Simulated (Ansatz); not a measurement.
# BFH4OSi: one species, many methods

How much do the methods differ for BFH4OSi? The plan is to run it at one geometry with functionals of several rungs and with coupled cluster, and see how far each lands from CCSD(T) at the basis-set limit for the atomisation energy.

Program: Ansatz 0.2.0, Gaussian basis. Level of theory: functionals in def2-TZVPP, the program's frozen cores in correlated methods. These are calculated values, not measurements.

The runs, in order: LDA (SPW92), PBE-D4, revPBE-D4, BLYP-D4, r2SCAN-D4, B97M-V, PBE0-D4, B3LYP-D4, r2SCANh-D4, r2SCAN0-D4, HSE06-D4, BHLYP-D4, CAM-B3LYP-D4, LC-ωPBE, ωB97X-V, ωB97M-V, B2PLYP, PBE-QIDH; CCSD(T)/def2-SVP; CCSD(T)/def2-TZVPP; MP2/def2-QZVPP; extrapolation to the limit; RPA on PBE.

### Step 1. The relaxed structure

An earlier PBE0-D4 in a triple-zeta def2 set relaxation fixed the geometry.

SMILES `FBO[SiH3]`, 8 atoms, charge 0, spin multiplicity 1.

Atoms are counted from 1 here; the program's logs count them from 0.

Bond lengths: F1–B2 1.324 Å, B2–O3 1.342 Å, B2–H5 1.198 Å, O3–Si4 1.655 Å, Si4–H6 1.481 Å, Si4–H7 1.485 Å, Si4–H8 1.481 Å. Angles: F1–B2–O3 118.3°, F1–B2–H5 118.6°, O3–B2–H5 123.1°, B2–O3–Si4 134.0°, O3–Si4–H6 108.0°, O3–Si4–H7 110.1°, O3–Si4–H8 108.0°, H6–Si4–H7 110.3°, H6–Si4–H8 110.2°, H7–Si4–H8 110.3°.

As a file:

```mol
BFH4OSi
  3D, bonds by distance, orders not assigned

  8  7  0  0  0  0  0  0  0  0999 V2000
   -1.5994   -1.6992    1.4261 F   0  0
   -0.6854   -0.7876    1.1330 B   0  0
   -0.4875   -0.4771   -0.1576 O   0  0
    0.5210    0.5728   -0.9454 Si  0  0
   -0.0753   -0.2785    2.0298 H   0  0
   -0.3171    1.5310   -1.7024 H   0  0
    1.3707    1.2957    0.0346 H   0  0
    1.3650   -0.2143   -1.8737 H   0  0
  1  2  8  0
  2  3  8  0
  3  4  8  0
  2  5  8  0
  4  6  8  0
  4  7  8  0
  4  8  8  0
M  END
```

### Step 2. LDA

This LDA is Slater exchange with PW92 correlation.

File in.yaml:

```yaml
crystal:
  periodic: [false, false, false]
  atoms:
    - {symbol: F, position_ang: [-1.599390, -1.699161, 1.426067]}
    - {symbol: B, position_ang: [-0.685357, -0.787650, 1.132975]}
    - {symbol: O, position_ang: [-0.487466, -0.477079, -0.157613]}
    - {symbol: Si, position_ang: [0.521000, 0.572777, -0.945448]}
    - {symbol: H, position_ang: [-0.075329, -0.278522, 2.029773]}
    - {symbol: H, position_ang: [-0.317111, 1.531029, -1.702391]}
    - {symbol: H, position_ang: [1.370707, 1.295658, 0.034572]}
    - {symbol: H, position_ang: [1.365045, -0.214251, -1.873734]}
basis:
  gaussian: {orbitals: def2-TZVPP}
hamiltonian: {xc: lda}
output: {orbitals: {seedname: orbitals}}
```

Further steps of the session: PBE-D4 (GGA); revPBE-D4 (GGA); BLYP-D4 (GGA); r2SCAN-D4 (meta-GGA); B97M-V (meta-GGA); PBE0-D4 (hybrid); B3LYP-D4 (hybrid); r2SCANh-D4 (hybrid); r2SCAN0-D4 (hybrid); HSE06-D4 (hybrid); BHLYP-D4 (hybrid); CAM-B3LYP-D4 (range-separated); LC-ωPBE-D4 (range-separated); ωB97X-V (range-separated); ωB97M-V (range-separated); B2PLYP (double hybrid); PBE-QIDH (double hybrid); CCSD(T) in def2-SVP; CCSD(T) in def2-TZVPP; MP2 in def2-QZVPP; RPA on PBE orbitals.

Before running them: what should the planned runs give, taken together? Wanted: atomisation energy, CCSD(T)/CBS; farthest beyond LDA; mean size of error, GGA; mean size of error, meta-GGA; mean size of error, hybrid; mean size of error, range-separated; mean size of error, double hybrid; gap, smallest and largest; T1 diagnostic.

**Answer**, as computed:

```
                               quantity                                                                       value
        atomisation energy, CCSD(T)/CBS                                                              729.8 kcal/mol
functionals within 3.6 kcal/mol (0.5 %)  PBE-D4, BLYP-D4, r2SCAN-D4, B97M-V, B3LYP-D4, r2SCANh-D4, ωB97X-V, ωB97M-V
                    farthest beyond LDA                                                   BHLYP-D4 (-17.9 kcal/mol)
                mean size of error, GGA                                                                7.0 kcal/mol
           mean size of error, meta-GGA                                                                1.3 kcal/mol
             mean size of error, hybrid                                                                8.4 kcal/mol
    mean size of error, range-separated                                                                3.4 kcal/mol
      mean size of error, double hybrid                                                                6.9 kcal/mol
              gap, smallest and largest                                   6.84 eV (LDA (SPW92)), 14.46 eV (LC-ωPBE)
                          T1 diagnostic                                                                      0.0127
triples share of the correlation energy                                                                       3.1 %
```

In words: LDA overbinds by 90.9 kcal/mol (12 %). PBE-D4 is off by +1.8 kcal/mol. Double hybrids carry the basis error of their MP2 part in triple zeta, and no dispersion term here, so their miss is partly the set-up's. The rungs meta-GGA, range-separated miss on average by less than the doubt on the reference (3.6 kcal/mol), so they tie. Misses under about 3.6 kcal/mol are within the doubt on the reference itself, which lacks core-valence correlation, relativity and higher excitations. Hartree-Fock recovers 77 % of the binding; the rest is correlation. CCSD(T) in def2-SVP is off by -40.3 kcal/mol, worse than the median functional, from the basis alone. The gap grows from 6.8 to 14.5 eV across the functionals, mostly with the share of exact exchange.
